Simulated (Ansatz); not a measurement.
# BrClH₃NSi: a ladder of functionals and wavefunction methods

One table from this session's results is given with a row withheld; the runs are named, their logs left out.

The runs use Ansatz 0.2.0, Gaussian basis; functionals in def2-TZVPP, the program's frozen cores in correlated methods.

The runs, in order: LDA (SPW92), PBE-D4, revPBE-D4, BLYP-D4, r2SCAN-D4, B97M-V, PBE0-D4, B3LYP-D4, r2SCANh-D4, r2SCAN0-D4, HSE06-D4, BHLYP-D4, CAM-B3LYP-D4, LC-ωPBE, ωB97X-V, ωB97M-V, B2PLYP, PBE-QIDH; CCSD(T)/def2-SVP; CCSD(T)/def2-TZVPP; MP2/def2-QZVPP; extrapolation to the limit; RPA on PBE.

### Structure used throughout

All runs share one geometry, relaxed beforehand with PBE0-D4 in a triple-zeta def2 set.

7 atoms, charge 0, spin multiplicity 1.

Atoms are counted from 1 here; the program's logs count them from 0.

Bond lengths: N1–Si2 1.693 Å, N1–H5 1.008 Å, N1–H6 1.008 Å, Si2–Cl3 2.041 Å, Si2–Br4 2.226 Å, Si2–H7 1.473 Å. Angles: Si2–N1–H5 120.2°, Si2–N1–H6 119.6°, H5–N1–H6 111.7°, N1–Si2–Cl3 107.6°, N1–Si2–Br4 115.1°, N1–Si2–H7 110.0°, Cl3–Si2–Br4 107.2°, Cl3–Si2–H7 110.9°, Br4–Si2–H7 106.2°.

Geometry (Å):

```csv
atom,x (Å),y (Å),z (Å)
N1,-0.0956,1.0963,0.1909
Si2,0.2769,-0.5355,-0.0647
Cl3,0.0949,-1.4967,1.7262
Br4,-1.0454,-1.5893,-1.5130
H5,-0.8965,1.3524,0.7465
H6,0.0806,1.7681,-0.5398
H7,1.6463,-0.6632,-0.5917
```

Set-up of the first run:

The input, in.yaml:

```yaml
crystal:
  periodic: [false, false, false]
  atoms:
    - {symbol: N, position_ang: [-0.095632, 1.096264, 0.190889]}
    - {symbol: Si, position_ang: [0.276946, -0.535466, -0.064694]}
    - {symbol: Cl, position_ang: [0.094944, -1.496687, 1.726184]}
    - {symbol: Br, position_ang: [-1.045363, -1.589324, -1.512967]}
    - {symbol: H, position_ang: [-0.896471, 1.352364, 0.746542]}
    - {symbol: H, position_ang: [0.080555, 1.768078, -0.539846]}
    - {symbol: H, position_ang: [1.646322, -0.663228, -0.591709]}
basis:
  gaussian: {orbitals: def2-TZVPP}
hamiltonian: {xc: lda}
output: {orbitals: {seedname: orbitals}}
```

Among the steps run: LDA; PBE-D4 (GGA); revPBE-D4 (GGA); BLYP-D4 (GGA); r2SCAN-D4 (meta-GGA); B97M-V (meta-GGA); PBE0-D4 (hybrid); B3LYP-D4 (hybrid); r2SCANh-D4 (hybrid); r2SCAN0-D4 (hybrid); HSE06-D4 (hybrid); BHLYP-D4 (hybrid); CAM-B3LYP-D4 (range-separated); LC-ωPBE-D4 (range-separated; the results give it without D4); ωB97X-V (range-separated); ωB97M-V (range-separated); B2PLYP (double hybrid); PBE-QIDH (double hybrid).

One table of the session follows, with a row left open; its other results are not shown here.

It belongs to the step «Frontier levels by functional». 

```
  functional  HOMO (eV)  gap (eV)
 LDA (SPW92)      -6.85      5.95
      PBE-D4      -6.68      6.03
   revPBE-D4      -6.62      6.08
     BLYP-D4      -6.53      5.99
   r2SCAN-D4      -7.01      6.75
      B97M-V      -7.09      6.82
     PBE0-D4      -8.07      8.38
    B3LYP-D4      -7.80      7.87
  r2SCANh-D4      -7.53      7.59
  r2SCAN0-D4      -8.30      8.84
    HSE06-D4      -7.67      7.60
    BHLYP-D4      -9.31     10.48
CAM-B3LYP-D4      -9.44     10.74
     LC-ωPBE     -10.86     13.39
     ωB97X-V     -10.47     12.85
     ωB97M-V          ?         ?
```

**Question.** Estimate the row for ωB97M-V.

As computed: HOMO (eV): -10.34; gap (eV): 12.32. In the column «HOMO (eV)» it lies between ωB97X-V (-10.47) and CAM-B3LYP-D4 (-9.44).
